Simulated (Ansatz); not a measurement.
Working through a geometry optimisation of CH8SSi2, SMILES CS[SiH2][SiH3]

Computed with Ansatz 0.2.0, Python API.

The script reads `ch8ssi2.xyz`:
```text
12

C     0.16030    2.56390    0.19210
S     1.03520    1.05720    0.22310
Si   -0.51400   -0.42880   -0.11650
Si    0.45500   -2.55340   -0.10960
H    -0.64170    2.62360    0.95320
H    -0.37470    2.75810   -0.79150
H     0.82670    3.44600    0.34230
H    -1.46020   -0.24490    0.96260
H    -1.13270   -0.09510   -1.35730
H     1.39150   -2.73900   -1.16370
H     1.01500   -2.89080    1.21710
H    -0.68330   -3.55210   -0.31770
```

Run as a notebook:

**Cell 1**
```python
import itertools
import warnings

import ansatz as az
from ase.data import atomic_numbers, covalent_radii
import numpy as np
```

**Cell 2**
```python
BASIS_SET = "6-31G*"
XC = "pbe0"
```

**Cell 3**
```python
warnings.simplefilter("ignore", az.DeckWarning)
```

**Cell 4**
```python
mol = az.Crystal.molecule_from_extxyz("ch8ssi2.xyz")

calc = mol.calculation().basis(gaussian=BASIS_SET).functional(XC)
symbols = [site.symbol for site in mol.cartesian_sites]
start = np.array([site.position_ang for site in mol.cartesian_sites], dtype=float)
report = calc.relax(force_tolerance=0.005).run(threads=1).report
end = np.array(report["positions_ang"])
```

**Cell 5**
```python
print(f"E = {report['free_energy_ev']:.6f} eV = {report['free_energy_ev'] / 27.211386246:.7f} Ha")
print("converged:", report["converged"], " doubts:", report["published_state_doubts"] or "none")

# pairs closer than 1.2 times the sum of covalent radii, before or after
radius = [covalent_radii[atomic_numbers[s]] for s in symbols]
span = lambda where, i, j: np.linalg.norm(where[i] - where[j])
bonded = [(i, j) for i, j in itertools.combinations(range(len(symbols)), 2) if min(span(start, i, j), span(end, i, j)) < 1.2 * (radius[i] + radius[j])]
print("pair        before    after (A)")
for i, j in bonded:
    print(f"{symbols[i]}{i}-{symbols[j]}{j}".ljust(10), f"{span(start, i, j):8.4f} {span(end, i, j):8.4f}")
```
Output:
```text
E = -27745.187487 eV = -1019.6168338 Ha
converged: True  doubts: none
pair        before    after (A)
C0-S1        1.7426   1.8267
C0-H4        1.1073   1.0930
C0-H5        1.1364   1.0930
C0-H6        1.1157   1.0926
S1-Si2       2.1734   2.1417
Si2-Si3      2.3352   2.3394
Si2-H7       1.4469   1.4947
Si2-H8       1.4261   1.4947
Si3-H9       1.4222   1.4894
Si3-H10      1.4790   1.4894
Si3-H11      1.5285   1.4913
```

Caveats:
- Total energies depend on the basis set; only differences at equal settings carry meaning.
- The end point is the stationary point reached from this start; no frequency run checks that it is a minimum, and the basis set is modest.
- The whole script took 41 s on 1 thread of Arm Neoverse V1, on a shared host, peak memory 0.26 GiB.
